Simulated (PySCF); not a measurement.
# C₃H₁₂Si₃: magnetic properties

Programs: PySCF 2.14.0, with routines of our own; each step states its level. All values are computed. Atoms count from 0.

## 1. The system as given

18 atoms, charge 0, multiplicity 1; geometry from: GFN2-xTB.

## 2. Magnetic properties: GIAO PBE0/def2-SVP

The job: settings as JSON, then the geometry in Å.

```
{"job": {"kind": "mag", "xc": "PBE0", "basis": "def2-SVP"}, "charge": 0, "multiplicity": 1}
Si    -0.265770     0.065600    -1.884170
H      0.238270     1.014810    -2.890780
H     -1.114060    -0.921050    -2.572470
C      1.193140    -0.821340    -1.040600
Si     1.688370    -0.110330     0.648440
H      2.832350    -0.856270     1.201430
H      2.094730     1.295920     0.498240
C      0.204840    -0.233730     1.833040
Si    -1.506640     0.091160     1.060490
H     -2.204590    -1.183810     0.831640
H     -2.325750     0.897950     1.981530
C     -1.295200     1.003990    -0.590180
H      2.055770    -0.805860    -1.704640
H      0.936540    -1.872450    -0.911720
H      0.193870    -1.223810     2.287120
H      0.366550     0.461260     2.655760
H     -0.818230     1.964660    -0.395710
H     -2.274180     1.233310    -1.007400
```

Method: GIAO PBE0/def2-SVP magnetisability, rotational g tensor and spin-rotation constants, non-relativistic, gas phase.

The run is started by

```sh
> OMP_NUM_THREADS=1 python excited_run.py task.json out
```

The driver reads the jobs from task.json and runs them one after another.

Q: Estimate the wall time and peak memory of this first job on 1 thread of Arm Neoverse N1, shared host.

About 38 s, with a peak of 0.71 GiB.
